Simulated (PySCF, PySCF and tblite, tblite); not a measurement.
**C4H5FO3: a path driven as rotation about a bond, and NMR exchange**

Aim: the barrier and rate of rotation about a bond in C4H5FO3 (`COC(=O)/C=C(/O)F`), and what it does to NMR lines.

Computed with tblite 0.8.0 (tight binding) and PySCF 2.14.0 (DFT, with response routines of our own); each step states its level. Atoms count from 0 throughout.

### 1 The molecule as given

13 atoms, charge 0, multiplicity 1; geometry from: force field or distance geometry start.

Bonds of the start (Å): C0–H10 1.10, C0–H8 1.10, C0–H9 1.10, C0–O1 1.41, C2–C4 1.46, C2–O3 1.23, C4–C5 1.33, C4–H11 1.08, C5–F7 1.35, C5–O6 1.38, O1–C2 1.36, O6–H12 0.97.

### 2 GFN2-xTB relaxation, start minimum

The job: settings as JSON, then the geometry in Å.

```
{"job": {"xc": "GFN2-xTB", "basis": "xTB", "kind": "relax"}, "charge": 0, "multiplicity": 1}
C     -2.583800    -0.353900     0.088000
O     -1.242600    -0.788700    -0.018800
C     -0.318900     0.211700     0.032900
O     -0.578900     1.410400     0.127400
C      1.006000    -0.391200    -0.073100
C      2.109600     0.351600    -0.075100
O      3.352900    -0.230500    -0.180300
F      2.068200     1.699000     0.041400
H     -2.756200     0.156300     1.043400
H     -3.243900    -1.232600     0.052900
H     -2.847200     0.301100    -0.753600
H      1.062200    -1.469300    -0.167600
H      3.968100     0.518100    -0.135300
```

Command:

```sh
$ OMP_NUM_THREADS=1 python ens_run.py task.json out
```

This one command runs the whole study; its stages follow in the order run.

The program printed:

```text
step      E/eV     max force
  0    -762.59930    2.392
  1    -762.70347    2.315
  2    -762.75246    0.692
  3    -762.76728    0.355
  4    -762.77562    0.246
  5    -762.78056    0.301
  6    -762.78427    0.184
  7    -762.78609    0.110
  8    -762.78722    0.090
  9    -762.78785    0.055
 10    -762.78811    0.044
 11    -762.78827    0.031
 12    -762.78839    0.030
 13    -762.78848    0.024
 14    -762.78855    0.024
 15    -762.78861    0.020
 16    -762.78865    0.016
 17    -762.78867    0.010
 18    -762.78868    0.007
 19    -762.78869    0.009
 20    -762.78870    0.009
 21    -762.78871    0.009
 22    -762.78871    0.008
 23    -762.78872    0.006
 24    -762.78872    0.006
 25    -762.78872    0.005
 26    -762.78873    0.006
 27    -762.78873    0.007
 28    -762.78873    0.006
 29    -762.78874    0.006
 30    -762.78874    0.006
 31    -762.78874    0.006
 32    -762.78875    0.005
 33    -762.78875    0.005
 34    -762.78875    0.004
 35    -762.78875    0.002
```

Run time: 0.2 s. Hardware: 1 thread of AMD EPYC 7R43, shared host.

Relaxing gained 0.189 eV and moved the atoms by 0.04 Å on average (rms).

### 3 Relaxed scan, rotation

The job: settings as JSON, then the geometry in Å.

```
{"job": {"xc": "GFN2-xTB", "basis": "xTB", "coordinate": [["t", [3, 2, 1, 0], 0.5], ["t", [4, 2, 1, 0], 0.5]], "kind": "drive"}, "charge": 0, "multiplicity": 1}
C     -2.614650    -0.351811     0.089856
O     -1.265442    -0.780247    -0.006581
C     -0.340238     0.197643     0.027294
O     -0.615344     1.365237     0.132126
C      1.001397    -0.384621    -0.080716
C      2.126132     0.333777    -0.073120
O      3.346391    -0.177643    -0.167901
F      2.133986     1.665662     0.033171
H     -2.778486     0.179548     1.029763
H     -3.223149    -1.251302     0.047639
H     -2.860596     0.317971    -0.736874
H      1.070727    -1.454323    -0.169818
H      4.014882     0.522047    -0.142566
```

The program printed:

```text
point  coordinate     E/eV
  0    104.300     -762.75049
  1    118.800     -762.64606
  2    133.600     -762.50032
  3    148.900     -762.38215
  4    164.300     -762.26892
  5    179.900     -762.21660
  6    195.300     -762.22794
  7    210.500     -762.27612
  8    225.400     -762.32811
  9    240.300     -762.36961
 10    255.000     -762.38687
 11    269.900     -762.46929
```

Run time: 2.5 s. Hardware: 1 thread of AMD EPYC 7R43, shared host.

The highest point is number 5, 12.3 kcal/mol above the first.

### 4 Nudged elastic band, leg 1

Changed since step 3:

```diff
@@ -1,2 +1,2 @@
-{"job": {"xc": "GFN2-xTB", "basis": "xTB", "coordinate": [["t", [3, 2, 1, 0], 0.5], ["t", [4, 2, 1, 0], 0.5]], "kind": "drive"}, "charge": 0, "multiplicity": 1}
+{"job": {"xc": "GFN2-xTB", "basis": "xTB", "kind": "neb"}, "charge": 0, "multiplicity": 1}
 C     -2.614650    -0.351811     0.089856
```

The program printed:

```text
image   E - E0 / eV
  0       0.0000
  1       0.0650
  2       0.3303
  3       0.5741
  4       0.4006
  5       0.3208
  6       0.3090
```

Run time: 2.8 s. Hardware: 1 thread of AMD EPYC 7R43, shared host; peak memory 0.2 GiB.

The highest point is number 3, 13.2 kcal/mol above the first.

### 5 Saddle search, leg 1

The job: settings as JSON, then the geometry in Å.

```
{"job": {"xc": "GFN2-xTB", "basis": "xTB", "kind": "saddle"}, "charge": 0, "multiplicity": 1}
C     -2.339977    -0.431063    -0.183604
O     -1.433920    -0.565839     0.894066
C     -0.341502     0.278083     0.843038
O     -0.321023     1.310975     1.449959
C      0.753272    -0.268543     0.038245
C      1.936901     0.337063    -0.114334
O      2.952212    -0.161171    -0.801413
F      2.207532     1.531149     0.415216
H     -2.802103     0.561223    -0.180620
H     -3.104458    -1.189783    -0.029377
H     -1.843911    -0.596657    -1.146438
H      0.617968    -1.234901    -0.417213
H      3.719010     0.429465    -0.767525
```

The program printed:

```text
step      E/eV     max force
  0    -762.21467   0.0094
  1    -762.21488   0.0175
  2    -762.21490   0.0024
lowest wavenumbers (cm-1): -136.7 50.8 131.7 136.1 166.4 237.9
```

Wall time 2 s (1 thread of AMD EPYC 7R43, shared host); peak memory 0.2 GiB.

Point group C1; 1 imaginary mode, 137i cm⁻¹, carried by C0, O1, O3, H8. Steps downhill from it reached both ends.

### 6 Shieldings, start: PBE0/pcSseg-1

The job: settings as JSON, then the geometry in Å.

```
{"job": {"kind": "nmr", "xc": "PBE0", "basis": "pcSseg-1", "pop": false}, "charge": 0, "multiplicity": 1}
C     -2.614650    -0.351811     0.089856
O     -1.265442    -0.780247    -0.006581
C     -0.340238     0.197643     0.027294
O     -0.615344     1.365237     0.132126
C      1.001397    -0.384621    -0.080716
C      2.126132     0.333777    -0.073120
O      3.346391    -0.177643    -0.167901
F      2.133986     1.665662     0.033171
H     -2.778486     0.179548     1.029763
H     -3.223149    -1.251302     0.047639
H     -2.860596     0.317971    -0.736874
H      1.070727    -1.454323    -0.169818
H      4.014882     0.522047    -0.142566
```

The program printed:

```text
coarse grid: 11792 points
cycle   1  E = -480.0702852424  dE =  1.527e+00  |g| = 1.107e+00  |ddm| = 3.313e+00
cycle   2  E = -479.6553796483  dE =  4.149e-01  |g| = 1.855e+00  |ddm| = 2.146e+00
cycle   3  E = -480.2777345434  dE = -6.224e-01  |g| = 3.201e-01  |ddm| = 1.586e+00
cycle   4  E = -480.2949820661  dE = -1.725e-02  |g| = 1.078e-01  |ddm| = 2.758e-01
cycle   5  E = -480.2969151826  dE = -1.933e-03  |g| = 2.799e-02  |ddm| = 7.765e-02
cycle   6  E = -480.2970661124  dE = -1.509e-04  |g| = 7.427e-03  |ddm| = 2.629e-02
cycle   7  E = -480.2970752199  dE = -9.107e-06  |g| = 2.848e-03  |ddm| = 6.457e-03
final grid: 116920 points
cycle   8  E = -480.3801964286  dE = -2.148e-05  |g| = 1.392e-02  |ddm| = 2.431e-02
cycle   9  E = -480.3801467887  dE =  4.964e-05  |g| = 2.182e-02  |ddm| = 2.219e-02
cycle  10  E = -480.3802294077  dE = -8.262e-05  |g| = 2.344e-03  |ddm| = 1.460e-02
cycle  11  E = -480.3802303835  dE = -9.758e-07  |g| = 4.246e-04  |ddm| = 1.634e-03
cycle  12  E = -480.3802304127  dE = -2.923e-08  |g| = 1.602e-04  |ddm| = 3.993e-04
cycle  13  E = -480.3802304184  dE = -5.678e-09  |g| = 2.238e-05  |ddm| = 1.230e-04
cycle  14  E = -480.3802304185  dE = -7.560e-11  |g| = 1.066e-05  |ddm| = 1.940e-05
converged SCF energy = -480.3802304185

GIAO shielding tensors (ppm)
atom      isotropic    diamagn.    paramagn.     s11        s22        s33       span
  0 C      133.640     243.017    -109.377    104.178    119.040    177.703     73.525
  1 O      146.815     400.783    -253.968    -24.674    211.655    253.463    278.136
  2 C       16.273     249.025    -232.752    -80.865     56.997     72.686    153.550
  3 O      -78.681     403.501    -482.183   -340.632   -222.163    326.751    667.383
  4 C      109.446     255.904    -146.458     53.520    129.552    145.266     91.746
  5 C       13.422     249.600    -236.178    -77.210     54.179     63.295    140.505
  6 O      193.900     385.478    -191.578    150.531    182.742    248.426     97.895
  7 F      231.419     475.546    -244.127    136.197    274.968    283.091    146.894
  8 H       27.769      28.421      -0.652     24.014     25.719     33.575      9.560
  9 H       28.055      27.713       0.342     24.358     26.468     33.339      8.982
 10 H       27.771      28.413      -0.642     24.015     25.719     33.578      9.563
 11 H       26.959      31.926      -4.967     22.991     27.146     30.741      7.749
 12 H       27.087      28.057      -0.970     20.759     24.353     36.149     15.390
```

It took 15 s on 1 thread of AMD EPYC 7R43, shared host; peak memory 0.74 GiB.

This run: HOMO -7.41 eV, LUMO -0.65 eV; dipole 1.99 D.

### 7 Shieldings, saddle of leg 1: PBE0/pcSseg-1

The job: settings as JSON, then the geometry in Å.

```
{"job": {"kind": "nmr", "xc": "PBE0", "basis": "pcSseg-1", "pop": false}, "charge": 0, "multiplicity": 1}
C     -2.338095    -0.426888    -0.186968
O     -1.431915    -0.582364     0.887971
C     -0.342297     0.266689     0.848289
O     -0.335622     1.304961     1.446215
C      0.760832    -0.279059     0.055103
C      1.937903     0.336189    -0.108627
O      2.949582    -0.153834    -0.806785
F      2.204117     1.532436     0.418241
H     -2.772524     0.577601    -0.189221
H     -3.121958    -1.164054    -0.026856
H     -1.848632    -0.611558    -1.149932
H      0.629603    -1.247055    -0.398034
H      3.709006     0.446936    -0.789396
```

The program printed:

```text
coarse grid: 11792 points
cycle   1  E = -480.0325344424  dE =  1.524e+00  |g| = 1.136e+00  |ddm| = 3.303e+00
cycle   2  E = -479.5269603545  dE =  5.056e-01  |g| = 1.981e+00  |ddm| = 2.465e+00
cycle   3  E = -480.2560924223  dE = -7.291e-01  |g| = 3.196e-01  |ddm| = 1.827e+00
cycle   4  E = -480.2734170286  dE = -1.732e-02  |g| = 1.133e-01  |ddm| = 3.026e-01
cycle   5  E = -480.2755062290  dE = -2.089e-03  |g| = 2.873e-02  |ddm| = 8.897e-02
cycle   6  E = -480.2756686502  dE = -1.624e-04  |g| = 7.650e-03  |ddm| = 2.990e-02
cycle   7  E = -480.2756785476  dE = -9.897e-06  |g| = 2.933e-03  |ddm| = 6.676e-03
final grid: 116920 points
cycle   8  E = -480.3598289392  dE = -1.425e-05  |g| = 1.528e-02  |ddm| = 2.386e-02
cycle   9  E = -480.3597497491  dE =  7.919e-05  |g| = 2.591e-02  |ddm| = 2.781e-02
cycle  10  E = -480.3598687640  dE = -1.190e-04  |g| = 3.027e-03  |ddm| = 1.887e-02
cycle  11  E = -480.3598704065  dE = -1.642e-06  |g| = 3.508e-04  |ddm| = 2.092e-03
cycle  12  E = -480.3598704266  dE = -2.017e-08  |g| = 1.421e-04  |ddm| = 4.553e-04
cycle  13  E = -480.3598704312  dE = -4.525e-09  |g| = 2.513e-05  |ddm| = 1.318e-04
cycle  14  E = -480.3598704313  dE = -1.057e-10  |g| = 1.109e-05  |ddm| = 2.396e-05
converged SCF energy = -480.3598704313

GIAO shielding tensors (ppm)
atom      isotropic    diamagn.    paramagn.     s11        s22        s33       span
  0 C      128.450     244.423    -115.974     97.920    105.587    181.844     83.924
  1 O      186.943     401.639    -214.697     96.043    150.230    314.555    218.512
  2 C       11.196     247.039    -235.843    -94.305     60.030     67.863    162.169
  3 O     -163.654     401.681    -565.335   -475.027   -312.989    297.055    772.082
  4 C      109.098     257.741    -148.643     54.402    128.017    144.877     90.475
  5 C       10.896     249.756    -238.860    -82.426     50.491     64.621    147.047
  6 O      189.488     386.874    -197.386    140.447    185.159    242.857    102.410
  7 F      225.889     474.379    -248.490    123.488    274.301    279.878    156.389
  8 H       27.889      28.555      -0.665     24.157     25.978     33.533      9.376
  9 H       27.693      27.683       0.010     24.475     25.483     33.120      8.645
 10 H       28.070      30.207      -2.137     24.327     27.075     32.807      8.480
 11 H       26.999      32.650      -5.651     23.313     26.726     30.958      7.645
 12 H       26.844      28.052      -1.208     20.649     24.000     35.883     15.234
```

Wall time 15 s (1 thread of AMD EPYC 7R43, shared host); peak memory 0.82 GiB.

In short: HOMO -7.57 eV, LUMO -1.12 eV; dipole 4.16 D.

### 8 Shieldings, end: PBE0/pcSseg-1

The job: settings as JSON, then the geometry in Å.

```
{"job": {"kind": "nmr", "xc": "PBE0", "basis": "pcSseg-1", "pop": false}, "charge": 0, "multiplicity": 1}
C     -2.203990    -0.517234    -0.231074
O     -1.701216     0.379041     0.736881
C     -0.391590     0.677332     0.854064
O     -0.061862     1.455139     1.710740
C      0.550457     0.030681    -0.075402
C      1.865676     0.267413    -0.048733
O      2.736496    -0.302166    -0.872547
F      2.445003     1.104443     0.810250
H     -3.280907    -0.538299    -0.069542
H     -1.802476    -1.524890    -0.094690
H     -2.001822    -0.168828    -1.247381
H      0.208192    -0.666675    -0.818803
H      3.635696     0.005142    -0.687318
```

The program printed:

```text
coarse grid: 11792 points
cycle   1  E = -480.0399944927  dE =  1.555e+00  |g| = 1.134e+00  |ddm| = 3.314e+00
cycle   2  E = -479.4822100781  dE =  5.578e-01  |g| = 2.029e+00  |ddm| = 2.599e+00
cycle   3  E = -480.2556129389  dE = -7.734e-01  |g| = 3.702e-01  |ddm| = 2.024e+00
cycle   4  E = -480.2793585242  dE = -2.375e-02  |g| = 1.170e-01  |ddm| = 3.381e-01
cycle   5  E = -480.2815407605  dE = -2.182e-03  |g| = 3.491e-02  |ddm| = 9.512e-02
cycle   6  E = -480.2817782757  dE = -2.375e-04  |g| = 8.424e-03  |ddm| = 3.418e-02
cycle   7  E = -480.2817894258  dE = -1.115e-05  |g| = 3.275e-03  |ddm| = 6.650e-03
cycle   8  E = -480.2817913255  dE = -1.900e-06  |g| = 8.224e-04  |ddm| = 2.646e-03
final grid: 116920 points
cycle   9  E = -480.3665506426  dE = -2.540e-05  |g| = 1.477e-02  |ddm| = 3.139e-02
cycle  10  E = -480.3664827243  dE =  6.792e-05  |g| = 2.434e-02  |ddm| = 2.504e-02
cycle  11  E = -480.3665883061  dE = -1.056e-04  |g| = 2.788e-03  |ddm| = 1.705e-02
cycle  12  E = -480.3665897261  dE = -1.420e-06  |g| = 4.642e-04  |ddm| = 2.040e-03
cycle  13  E = -480.3665897603  dE = -3.418e-08  |g| = 1.773e-04  |ddm| = 4.914e-04
cycle  14  E = -480.3665897668  dE = -6.439e-09  |g| = 4.390e-05  |ddm| = 1.602e-04
cycle  15  E = -480.3665897672  dE = -3.847e-10  |g| = 1.636e-05  |ddm| = 4.653e-05
converged SCF energy = -480.3665897672

GIAO shielding tensors (ppm)
atom      isotropic    diamagn.    paramagn.     s11        s22        s33       span
  0 C      132.015     246.020    -114.004    107.758    109.559    178.729     70.971
  1 O      159.111     395.870    -236.759    -35.266    233.626    278.973    314.239
  2 C       20.238     244.108    -223.870    -73.842     65.065     69.490    143.331
  3 O     -105.092     399.922    -505.014   -380.382   -228.896    294.003    674.386
  4 C      117.131     261.882    -144.751     56.816    133.304    161.274    104.458
  5 C       10.946     248.584    -237.638    -79.800     50.552     62.086    141.886
  6 O      189.841     388.001    -198.160    140.841    181.633    247.048    106.207
  7 F      227.189     473.695    -246.507    125.532    276.095    279.939    154.408
  8 H       27.606      27.310       0.296     23.555     26.034     33.228      9.673
  9 H       27.992      29.931      -1.939     24.740     26.257     32.979      8.239
 10 H       27.990      29.918      -1.929     24.740     26.276     32.953      8.213
 11 H       27.111      34.729      -7.618     22.718     26.630     31.986      9.267
 12 H       26.920      28.234      -1.314     20.680     24.060     36.020     15.340
```

It took 15 s on 1 thread of AMD EPYC 7R43, shared host; peak memory 0.72 GiB.

This run: HOMO -7.53 eV, LUMO -0.86 eV; dipole 5.04 D.

### 9 Kinetics and line shapes

The job: settings as JSON, then the geometry in Å.

```
{"job": {"smiles": "COC(=O)C=C(O)F", "charge": 0, "mult": 1, "motion": "rotation", "what": "ester", "atoms": [2, 1], "drives": [{"terms": [["t", [3, 2, 1, 0], 0.5], ["t", [4, 2, 1, 0], 0.5]], "by": 180, "n": 12}], "study": "path", "level": {"kind": "nmr", "xc": "PBE0", "basis": "pcSseg-1"}, "fields": [100, 270, 360], "first": 1, "seed": 760, "kind": "path"}, "charge": 0, "multiplicity": 1}
C     -2.614650    -0.351811     0.089856
O     -1.265442    -0.780247    -0.006581
C     -0.340238     0.197643     0.027294
O     -0.615344     1.365237     0.132126
C      1.001397    -0.384621    -0.080716
C      2.126132     0.333777    -0.073120
O      3.346391    -0.177643    -0.167901
F      2.133986     1.665662     0.033171
H     -2.778486     0.179548     1.029763
H     -3.223149    -1.251302     0.047639
H     -2.860596     0.317971    -0.736874
H      1.070727    -1.454323    -0.169818
H      4.014882     0.522047    -0.142566
```

The program printed:

```text
stationary points (kcal/mol above the start)
  n  kind          group   xTB      DFT    lowest mode
  0  minimum      Cs       0.00     0.00      49.1
  1  saddle       C1      13.23    12.62    -136.7
  2  minimum      Cs       7.13     8.32      10.8

GFN2-xTB energies: T/K, barrier G, reaction G (kcal/mol), k forward, k back (1/s)
 150.00    12.99     7.24    7.4e-07   2.58e+04
 200.00    13.07     7.21     0.0434   3.32e+06
 250.00    13.16     7.19       32.5   6.22e+07
 298.15    13.26     7.15   2.39e+03   4.16e+08
 350.00    13.36     7.10   6.59e+04    1.8e+09
 400.00    13.48     7.05   7.24e+05   5.17e+09
 500.00    13.71     6.94   2.12e+07   2.27e+10

PBE0/pcSseg-1 + D3(BJ) energies: T/K, barrier G, reaction G (kcal/mol), k forward, k back (1/s)
 150.00    12.37     8.43   5.89e-06   1.14e+07
 200.00    12.45     8.41      0.206   3.21e+08
 250.00    12.54     8.38        113   2.41e+09
 298.15    12.64     8.35   6.78e+03   8.92e+09
 350.00    12.75     8.30    1.6e+05   2.45e+10
 400.00    12.86     8.25   1.58e+06   5.08e+10
 500.00    13.09     8.13   3.94e+07   1.42e+11
```

Wall time 56 s (1 thread of AMD EPYC 7R43, shared host); peak memory 0.82 GiB. This counts the whole study up to here.

Barriers by level (kcal/mol; entropies in cal/(mol K)). Zero-point and thermal terms come from xTB in every row. ΔG‡ leaves symmetry out; the rate counts equivalent paths (a factor of 2); effective ΔG‡, where given, is the barrier that would give that rate by Eyring's equation alone:

| level | ΔE‡ | with zero-point | ΔH‡ | ΔS‡ | ΔG‡ (298 K) | ΔE of reaction | k at 298 K (1/s) | effective ΔG‡ |
| --- | --- | --- | --- | --- | --- | --- | --- | --- |
| GFN2-xTB | 13.23 | 12.82 | 12.35 | -3.0 | 13.26 | 7.13 | 2.4e+03 | 12.85 |
| PBE0/pcSseg-1 + D3(BJ) | 12.61 | 12.20 | 11.73 | -3.0 | 12.64 | 8.32 | 6.8e+03 | 12.23 |

Sites that the driver pairs across this motion, and where their lines would merge (no couplings; faster rotations or exchange between molecules can average them sooner):

```csv
nucleus,sites: shielding (ppm),proton frequency (MHz),spread (Hz),coalescence (K),lines at 298 K
$^{19}$F,F7: 231.4; F7 (end): 227.2,360,1433,not given,–
$^{17}$O,O3: -78.7; O3 (end): -105.1,360,1289,not given,–
$^{13}$C,C4: 109.4; C4 (end): 117.1,360,696,not given,–
$^{17}$O,O1: 146.8; O1 (end): 159.1,360,600,not given,–
$^{13}$C,C2: 16.3; C2 (end): 20.2,360,359,not given,–
$^{13}$C,C5: 13.4; C5 (end): 10.9,360,224,not given,–
$^{17}$O,O6: 193.9; O6 (end): 189.8,360,198,not given,–
$^{13}$C,C0: 133.6; C0 (end): 132.0,360,147,not given,–
```

A dash: the driver gave no coalescence for this row (it judged the minor form too scarce).

Rows that set an atom against itself at the end compare its shielding in the two forms.

Lines of quadrupolar nuclei are broad, so their coalescence could hardly be seen.

### 10 Nudged elastic band

The job: settings as JSON, then the geometry in Å.

```
{"job": {"images": 3, "climb": false, "steps": 60, "xc": "GFN2-xTB", "basis": "xTB", "kind": "neb"}, "charge": 0, "multiplicity": 1}
C     -2.614650    -0.351811     0.089856
O     -1.265442    -0.780247    -0.006581
C     -0.340238     0.197643     0.027294
O     -0.615344     1.365237     0.132126
C      1.001397    -0.384621    -0.080716
C      2.126132     0.333777    -0.073120
O      3.346391    -0.177643    -0.167901
F      2.133986     1.665662     0.033171
H     -2.778486     0.179548     1.029763
H     -3.223149    -1.251302     0.047639
H     -2.860596     0.317971    -0.736874
H      1.070727    -1.454323    -0.169818
H      4.014882     0.522047    -0.142566
```

The program printed:

```text
image   E - E0 / eV
  0       0.0000
  1       0.5753
  2       0.3090
```

Run time: 0.51 s. Hardware: 1 thread of AMD EPYC 7R43, shared host; peak memory 0.45 GiB.

This input is unsound on purpose: too few images.

The highest point is number 1, 13.3 kcal/mol above the first.

### 11 Summary of results

| quantity | value |
| --- | --- |
| barrier (PBE0/pcSseg-1 + D3(BJ)) | ΔE‡ 12.6, ΔG‡(298 K) 12.6 kcal/mol |
| barrier (GFN2-xTB) | ΔE‡ 13.2 kcal/mol |
| rate at 298 K | 6.8e+03 s⁻¹ |
| end of the path | 8.3 kcal/mol from the start |

What this shows: The barrier is 12.6 kcal/mol at the DFT level (xTB: 13.2); with thermal terms and the count of paths the DFT value gives a rate of 6.8e+03 s⁻¹ at 298 K. An error of 1.4 kcal/mol changes that rate tenfold.
